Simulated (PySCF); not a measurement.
# UMP2/STO-3G run of SiCl3 (SMILES Cl[Si](Cl)Cl)

What is the energy change on altering one bond length of SiCl3 at UMP2/STO-3G? The job is set up through a Python script.

The results are computed with PySCF 2.14.0.

15 further runs of the same task are left out: 8 that didn't finish, 7 set aside as unsound or not needed.

## 1. The system as given

SiCl3 has 4 atoms, charge 0, and is taken as a doublet. As SMILES, `Cl[Si](Cl)Cl`. The shape is that of a PBE0-D4/def2-TZVP optimisation.

Bond lengths: Cl1–Si2 2.043 Å, Si2–Cl3 2.043 Å, Si2–Cl4 2.043 Å. Angles: Cl1–Si2–Cl3 109.4°, Cl1–Si2–Cl4 109.4°, Cl3–Si2–Cl4 109.5°.

## 2. The energy at UMP2/STO-3G

The input, calc.py:

```python
from pyscf import gto, scf, mp

mol = gto.M(
    atom=[
    ('Cl', (-1.524800, -0.591600, 1.030100)),
    ('Si', (0.116100, 0.389400, 0.310600)),
    ('Cl', (1.694700, -0.903800, 0.219000)),
    ('Cl', (-0.286000, 1.105900, -1.559700)),
],
    verbose=4,
    max_memory=1860,
    basis='sto-3g',
    spin=1,
)

mf = scf.UHF(mol)
mf.conv_tol = 1e-10
mf.kernel()
if not mf.converged:
    mf = mf.newton().run(mf.mo_coeff, mf.mo_occ)

pt = mp.MP2(mf, frozen=20).run()
e_tot = pt.e_tot
print('E = %.10f Eh' % e_tot)
```

Command:

```bash
OMP_NUM_THREADS=1 python calc.py
```

The log of the run:

```text
PySCF version 2.14.0

[INPUT] num. atoms = 4
[INPUT] num. electrons = 65
[INPUT] charge = 0
[INPUT] spin (= nelec alpha-beta = 2S) = 1
[INPUT] symmetry False subgroup None
[INPUT] Mole.unit = angstrom
[INPUT] Symbol           X                Y                Z      unit          X                Y                Z       unit  Magmom
[INPUT]  1 Cl    -1.524800000000  -0.591600000000   1.030100000000 AA   -2.881454394737  -1.117961975293   1.946606880914 Bohr   0.0
[INPUT]  2 Si     0.116100000000   0.389400000000   0.310600000000 AA    0.219397203062   0.735859352906   0.586948934290 Bohr   0.0
[INPUT]  3 Cl     1.694700000000  -0.903800000000   0.219000000000 AA    3.202518863300  -1.707934471382   0.413850021280 Bohr   0.0
[INPUT]  4 Cl    -0.286000000000   1.105900000000  -1.559700000000 AA   -0.540461671626   2.089848121157  -2.947405836484 Bohr   0.0

[... 72 lines left out ...]
converged SCF energy = -1649.46218064841  <S^2> = 0.75312336  2S+1 = 2.0031209
[... 1 line left out ...]
******** <class 'pyscf.mp.ump2.UMP2'> ********
nocc = (np.int64(13), np.int64(12)), nmo = (16, 16)
frozen orbitals 20
E(UMP2) = -1649.50019170998  E_corr = -0.0380110615762078
E(SCS-UMP2) = -1649.50211008791  E_corr = -0.0399294395016704
E_corr(same-spin) = -0.0065582704497449
E_corr(oppo-spin) = -0.0314527911264629
E = -1649.5001917100 Eh
```

Wall time 0.81 s (1 thread of Intel Xeon Platinum 8488C (Sapphire Rapids), shared host); peak memory 0.12 GiB.

## 3. The distorted shape, same level

The input, job.py:

```python
from pyscf import gto, scf, mp

mol = gto.Mole()
mol.atom = [
    ('Cl', (-2.787673, 0.442954, 1.103380)),
    ('Si', (-1.146773, 1.423954, 0.383880)),
    ('Cl', (1.694700, -0.903800, 0.219000)),
    ('Cl', (-1.548873, 2.140454, -1.486420)),
]
mol.spin = 1
mol.basis = 'sto-3g'
mol.max_memory = 1860
mol.verbose = 3
mol.build()

myscf = scf.UHF(mol)
myscf.conv_tol = 1e-10
myscf.kernel()
if not myscf.converged:
    myscf = myscf.newton().run(myscf.mo_coeff, myscf.mo_occ)

pt = mp.MP2(myscf, frozen=20).run()
e_final = pt.e_tot
print(f'total energy: {e_final:.8f} hartree')
```

Command:

```bash
OMP_NUM_THREADS=1 python job.py
```

The log of the run:

```text
WARN: HOMO -0.11252250999946 >= LUMO -0.112490685702785

converged SCF energy = -1649.37844293917  <S^2> = 0.75008022  2S+1 = 2.0000802
E(UMP2) = -1649.4163999795  E_corr = -0.0379570403376833
E(SCS-UMP2) = -1649.41901119746  E_corr = -0.0405682582952316
total energy: -1649.41639998 hartree
```

Wall time 0.85 s (1 thread of Intel Xeon Platinum 8488C (Sapphire Rapids), shared host); peak memory 0.12 GiB.

## 4. Results

Level: UMP2/STO-3G, 20 core orbitals frozen.

| quantity | value |
| --- | --- |
| first shape: total energy | -1649.50019 Eh |
| first shape: dipole moment (Hartree–Fock density) | 2.52 D |
| first shape: HOMO energy (Hartree–Fock orbitals) (highest over α and β) | -8.76 eV |
| first shape: LUMO energy (Hartree–Fock orbitals) (lowest over α and β) | 2.21 eV |
| first shape: correlation energy (20 core orbitals frozen) | -38.0 mEh |
| first shape: ⟨S²⟩ of the reference determinant | 0.753 |
| distorted shape: total energy | -1649.41640 Eh |
| distorted shape: dipole moment (Hartree–Fock density) | 2.40 D |
| distorted shape: HOMO energy (Hartree–Fock orbitals) (highest over α and β) | -7.92 eV |
| distorted shape: LUMO energy (Hartree–Fock orbitals) (lowest over α and β) | 1.20 eV |
| distorted shape: correlation energy (20 core orbitals frozen) | -38.0 mEh |
| distorted shape: ⟨S²⟩ of the reference determinant | 0.750 |
| energy change with the Si2–Cl3 bond stretched from 2.043 to 3.677 Å | 2.280 eV |

What this shows: With the Si2–Cl3 bond stretched from 2.043 to 3.677 Å the energy rises by 2.28 eV (53 kcal/mol). The first shape isn't relaxed at this level, so the change isn't measured from a minimum. The minimal basis adds a large error of its own. Mulliken charges (first shape) of the mean-field density run from -0.32 on Cl1 to +0.96 on Si2; they depend strongly on the basis. Mulliken charges (distorted shape) of the mean-field density run from -0.40 on Cl4 to +0.79 on Si2; they depend strongly on the basis.
